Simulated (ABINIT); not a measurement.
# BiTe (R-3m) in ABINIT: equation of state

Aim: energy against volume of BiTe in PBEsol, for its equilibrium volume and stiffness.

Everything below comes from runs of ABINIT 10.8.3 (patched build). Logs are shortened: lines on timing, memory, paths and dates and some standing lists are left out, and cuts for length are marked. The log counts tension as positive stress, the text compression.

## 1. The structure

The structure is trigonal, space group R-3m (No. 166). The conventional cell has a = 4.845 Å, b = 4.845 Å, c = 9.952 Å, α = 90.00°, β = 90.00°, γ = 120.00°. Around Bi (site symmetry -3m) lie 6 Te at 3.25 Å. Around Te (site symmetry -3m) lie 6 Bi at 3.25 Å.

The cell comes from a database or a generator and needn't be the stable form of this composition.

## 2. Equation of state, PBEsol

Input file run.abi:

```
ndtset 7
getwfk -1
scalecart1 3*0.9795861087
scalecart2 3*0.9864848297
scalecart3 3*0.9932883884
scalecart4 3*1.0000000000
scalecart5 3*1.0066227096
scalecart6 3*1.0131594038
scalecart7 3*1.0196128224

pp_dirpath "./"
pseudos "Bi.upf, Te.upf"

acell 4.3394058558 4.3394058558 4.3394058558 Angstrom
rprim
     0.5583040290     0.3223369814     0.7644576388
    -0.5583040290     0.3223369814     0.7644576388
     0.0000000000    -0.6446739629     0.7644576388
ntypat 2
znucl 83 52
natom 2
typat 1 2
xred
     0.5000000000     0.5000000000     0.5000000000
     0.0000000000     0.0000000000     0.0000000000

ecut 40.0

kptopt 1
ngkpt 7 7 7
nshiftk 1
shiftk 0.0 0.0 0.0

ixc -116133

nband 20
occopt 3
tsmear 0.05 eV

nstep 100
tolvrs 1.0e-10

iomode 3
prtwf 1
prtden 0
prteig 0
prtebands 0
```

Potentials or basis: PseudoDojo NC SR PBEsol v0.4.1 standard.

On the command line:

```sh
> abinit run.abi > log 2>&1
```

run.abo:

```text
.Version 10.8.3 of ABINIT
 DATASET    1 : space group R-3 m (#166); Bravais hR (rhombohedral)
================================================================================
 Values of the parameters that define the memory need for DATASET  1.
     intxc =       0    ionmov =       0      iscf =       7    lmnmax =       6
     lnmax =       6     mgfft =      48  mpssoang =       3    mqgrid =    3001
     natom =       2  nloc_mem =       1    nspden =       1   nspinor =       1
    nsppol =       1      nsym =      12    n1xccc =    2501    ntypat =       2
    occopt =       3   xclevel =       2
       mpw =        5198          nfft =      110592          nkpt =          44
================================================================================
================================================================================
[... 61 lines left out ...]
 DATASET    7 : space group R-3 m (#166); Bravais hR (rhombohedral)
================================================================================
 Values of the parameters that define the memory need for DATASET  7.
     intxc =       0    ionmov =       0      iscf =       7    lmnmax =       6
     lnmax =       6     mgfft =      48  mpssoang =       3    mqgrid =    3001
     natom =       2  nloc_mem =       1    nspden =       1   nspinor =       1
    nsppol =       1      nsym =      12    n1xccc =    2501    ntypat =       2
    occopt =       3   xclevel =       2
       mpw =        5853          nfft =      110592          nkpt =          44
================================================================================
================================================================================

--------------------------------------------------------------------------------
------------- Echo of variables that govern the present computation ------------
--------------------------------------------------------------------------------
 -outvars: echo values of preprocessed input variables --------
            acell      8.2002886166E+00  8.2002886166E+00  8.2002886166E+00 Bohr
              amu      2.08980370E+02  1.27600000E+02
             ecut      4.00000000E+01 Hartree
           getwfk          -1
              ixc     -116133
           jdtset        1    2    3    4    5    6    7
         kptrlatt        7    0    0      0    7    0      0    0    7
          kptrlen1     5.62302217E+01
          kptrlen2     5.66262222E+01
          kptrlen3     5.70167602E+01
          kptrlen4     5.74020203E+01
          kptrlen5     5.77821772E+01
          kptrlen6     5.81573967E+01
          kptrlen7     5.85278359E+01
            natom           2
            nband          20
           ndtset           7
            ngfft          48      48      48
             nkpt          44
            nstep         100
             nsym          12
           ntypat           2
           occopt           3
           prtden           0
        prtebands           0
           prteig           0
            rprim1     5.4690687124E-01  3.1575682930E-01  7.4885208366E-01
                      -5.4690687124E-01  3.1575682930E-01  7.4885208366E-01
                       0.0000000000E+00 -6.3151365870E-01  7.4885208366E-01
            rprim2     5.5075845497E-01  3.1798054220E-01  7.5412586362E-01
                      -5.5075845497E-01  3.1798054220E-01  7.5412586362E-01
                       0.0000000000E+00 -6.3596108450E-01  7.5412586362E-01
            rprim3     5.5455690920E-01  3.2017358078E-01  7.5932689604E-01
                      -5.5455690920E-01  3.2017358078E-01  7.5932689604E-01
                       0.0000000000E+00 -6.4034716165E-01  7.5932689604E-01
            rprim4     5.5830402900E-01  3.2233698140E-01  7.6445763880E-01
                      -5.5830402900E-01  3.2233698140E-01  7.6445763880E-01
                       0.0000000000E+00 -6.4467396290E-01  7.6445763880E-01
            rprim5     5.6200151445E-01  3.2447172562E-01  7.6952041974E-01
                      -5.6200151445E-01  3.2447172562E-01  7.6952041974E-01
                       0.0000000000E+00 -6.4894345134E-01  7.6952041974E-01
            rprim6     5.6565097716E-01  3.2657874390E-01  7.7451744556E-01
                      -5.6565097716E-01  3.2657874390E-01  7.7451744556E-01
                       0.0000000000E+00 -6.5315748790E-01  7.7451744556E-01
            rprim7     5.6925394677E-01  3.2865891937E-01  7.7945081070E-01
                      -5.6925394677E-01  3.2865891937E-01  7.7945081070E-01
                       0.0000000000E+00 -6.5731783884E-01  7.7945081070E-01
          spgroup         166
           tolvrs      1.00000000E-10
           tsmear      1.83746611E-03 Hartree
            typat      1  2
           xangst1     2.8481887677E-17 -2.1254118297E-10  4.8743596754E+00
                       0.0000000000E+00  0.0000000000E+00  0.0000000000E+00
           xangst2     0.0000000000E+00 -2.1403807576E-10  4.9086872829E+00
                       0.0000000000E+00  0.0000000000E+00  0.0000000000E+00
           xangst3     0.0000000000E+00 -2.1551412263E-10  4.9425413687E+00
                       0.0000000000E+00  0.0000000000E+00  0.0000000000E+00
           xangst4     0.0000000000E+00 -2.1697027404E-10  4.9759379315E+00
                       0.0000000000E+00  0.0000000000E+00  0.0000000000E+00
           xangst5     9.9623921422E-17 -2.1840754457E-10  5.0088921234E+00
                       0.0000000000E+00  0.0000000000E+00  0.0000000000E+00
           xangst6     3.7512251134E-17 -2.1982554696E-10  5.0414183080E+00
                       0.0000000000E+00  0.0000000000E+00  0.0000000000E+00
           xangst7    -3.9248056789E-17 -2.2122552687E-10  5.0735301184E+00
                       0.0000000000E+00  0.0000000000E+00  0.0000000000E+00
            xcart1     5.3822967259E-17 -4.0164462629E-10  9.2112048257E+00
                       0.0000000000E+00  0.0000000000E+00  0.0000000000E+00
            xcart2     0.0000000000E+00 -4.0447334371E-10  9.2760746025E+00
                       0.0000000000E+00  0.0000000000E+00  0.0000000000E+00
            xcart3     0.0000000000E+00 -4.0726266803E-10  9.3400495529E+00
                       0.0000000000E+00  0.0000000000E+00  0.0000000000E+00
            xcart4     0.0000000000E+00 -4.1001439541E-10  9.4031599100E+00
                       0.0000000000E+00  0.0000000000E+00  0.0000000000E+00
            xcart5     1.8826192708E-16 -4.1273044307E-10  9.4654343074E+00
                       0.0000000000E+00  0.0000000000E+00  0.0000000000E+00
            xcart6     7.0887881009E-17 -4.1541007923E-10  9.5268998883E+00
                       0.0000000000E+00  0.0000000000E+00  0.0000000000E+00
            xcart7    -7.4168078305E-17 -4.1805565785E-10  9.5875824153E+00
                       0.0000000000E+00  0.0000000000E+00  0.0000000000E+00
             xred      5.0000000000E-01  5.0000000000E-01  5.0000000000E-01
                       0.0000000000E+00  0.0000000000E+00  0.0000000000E+00
            znucl       83.00000   52.00000

================================================================================

 chkinp: Checking input parameters for consistency, jdtset=   1.

 chkinp: Checking input parameters for consistency, jdtset=   2.
[... 29 lines left out ...]
 getcut: wavevector=  0.0000  0.0000  0.0000  ngfft=  48  48  48
         ecut(hartree)=     40.000   => boxcut(ratio)=   2.09882

--- Pseudopotential description ------------------------------------------------
- pspini: atom type   1  psp file is ./Bi.upf
12 -116133 2 -1 1472                          pspcod,pspxc,lmax,lloc,mmax
     nproj     2     2     2

- pspini: atom type   2  psp file is ./Te.upf
12 -116133 2 -1 1294                          pspcod,pspxc,lmax,lloc,mmax
     nproj     2     2     2

   2.47155478E+03                                ecore*ucvol(ha*bohr**3)
--------------------------------------------------------------------------------

================================================================================

--- !BeginCycle
iteration_state: {dtset: 1, }
solver: {iscf: 7, nstep: 100, nline: 4, wfoptalg: 0, }
tolerances: {tolvrs: 1.00E-10, }
...
[... 1020 lines left out ...]
-Cartesian components of stress tensor (GPa)         [Pressure= -4.5088E+00 GPa]
- sigma(1 1)=  4.80780588E+00  sigma(3 2)=  1.38302258E-08
- sigma(2 2)=  4.80780588E+00  sigma(3 1)=  0.00000000E+00
- sigma(3 3)=  3.91069524E+00  sigma(2 1)=  0.00000000E+00

== END DATASET(S) ==============================================================
================================================================================

 -outvars: echo values of variables after computation  --------
            acell      8.2002886166E+00  8.2002886166E+00  8.2002886166E+00 Bohr
           etotal1    -1.8661354917E+02
           etotal2    -1.8661365348E+02
           etotal3    -1.8661341028E+02
           etotal4    -1.8661285745E+02
           etotal5    -1.8661202903E+02
           etotal6    -1.8661095547E+02
           etotal7    -1.8660966400E+02
            fcart1    -0.0000000000E+00 -0.0000000000E+00 -0.0000000000E+00
                      -0.0000000000E+00 -0.0000000000E+00 -0.0000000000E+00
            fcart2    -0.0000000000E+00 -0.0000000000E+00 -0.0000000000E+00
                      -0.0000000000E+00 -0.0000000000E+00 -0.0000000000E+00
            fcart3    -0.0000000000E+00 -0.0000000000E+00 -0.0000000000E+00
                      -0.0000000000E+00 -0.0000000000E+00 -0.0000000000E+00
            fcart4    -0.0000000000E+00 -0.0000000000E+00 -0.0000000000E+00
                      -0.0000000000E+00 -0.0000000000E+00 -0.0000000000E+00
            fcart5    -0.0000000000E+00 -0.0000000000E+00 -0.0000000000E+00
                      -0.0000000000E+00 -0.0000000000E+00 -0.0000000000E+00
[... 38 lines left out ...]
                       4.7007982122E-13  0.0000000000E+00  0.0000000000E+00
           xangst1     2.8481887677E-17 -2.1254118297E-10  4.8743596754E+00
                       0.0000000000E+00  0.0000000000E+00  0.0000000000E+00
           xangst2     0.0000000000E+00 -2.1403807576E-10  4.9086872829E+00
                       0.0000000000E+00  0.0000000000E+00  0.0000000000E+00
           xangst3     0.0000000000E+00 -2.1551412263E-10  4.9425413687E+00
                       0.0000000000E+00  0.0000000000E+00  0.0000000000E+00
           xangst4     0.0000000000E+00 -2.1697027404E-10  4.9759379315E+00
                       0.0000000000E+00  0.0000000000E+00  0.0000000000E+00
           xangst5     9.9623921422E-17 -2.1840754457E-10  5.0088921234E+00
                       0.0000000000E+00  0.0000000000E+00  0.0000000000E+00
           xangst6     3.7512251134E-17 -2.1982554696E-10  5.0414183080E+00
                       0.0000000000E+00  0.0000000000E+00  0.0000000000E+00
           xangst7    -3.9248056789E-17 -2.2122552687E-10  5.0735301184E+00
                       0.0000000000E+00  0.0000000000E+00  0.0000000000E+00
             xred      5.0000000000E-01  5.0000000000E-01  5.0000000000E-01
                       0.0000000000E+00  0.0000000000E+00  0.0000000000E+00
 Calculation completed.
```

Wall time 16 min (1 thread of Arm Neoverse V1, shared host); peak memory 0.2 GiB.

Results:

```
Equilibrium volume                        : 32.23 Å³/atom
Bulk modulus at fixed shape and positions : 55 GPa
Pressure derivative of the bulk modulus   : 4.6
```

Energy against volume, from the lowest point:
```csv
volume (Å³/atom),energy (meV/atom)
31.701,1.42
32.376,0.00
33.050,3.31
33.725,10.83
34.399,22.10
35.074,36.71
35.748,54.28
```

Caveat: pressures at fixed basis lie under the slope of the energies; the cell was scaled at fixed shape and fractional positions, which overstates the stiffness of a crystal with free parameters, most of all of layers and chains.
